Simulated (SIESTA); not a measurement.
Cu3O2, 5 atoms in the cell. Symmetry: I4/mmm, No. 139, tetragonal system. Conventional cell: a = 4.046 Å, b = 4.046 Å, c = 7.347 Å, α = 90.00°, β = 90.00°, γ = 90.00°. Around Cu (site symmetry 4/mmm) lie 4 O at 2.02 Å. Around Cu (site symmetry -4m2) lie 2 O at 1.84 Å. O (site symmetry mmm) has 4 Cu at 1.84 to 2.02 Å as nearest neighbours. The cell comes from a database or a generator and needn't be the stable form of this composition.

| Property | Result |
| --- | --- |
| Program | SIESTA 5.4.2 |
| Task | single point |
| Functional | PBE |
| Potentials or basis | PseudoDojo 0.4 standard (PBE files) |
| Basis | DZP (energy shift 0.003 Ry; two zetas on semicore shells) |
| Grid cutoff | 800 Ry |
| Energy shift | 0.003 Ry |
| k mesh | 9 × 9 × 9 |
| Occupations | fermi-dirac, width 0.05 eV |
| Spin | no spin polarisation |

Potentials or basis: PseudoDojo 0.4 standard (PBE files), DZP (energy shift 0.003 Ry; two zetas on semicore shells).

Launch:

```console
$ siesta Cu3O2.fdf > Cu3O2.out 2>&1
```

Hardware: 1 thread of AMD EPYC 7R43 64-Core Processor (Zen 3), on a shared host.

**Question.** Estimate the wall time of this run.

**Answer.** Wall time 2.3 min on 1 thread of AMD EPYC 7R43 64-Core Processor (Zen 3), on a shared host, peak memory 0.35 GiB. Counts: scf iterations 12, k points 365, bands 95.
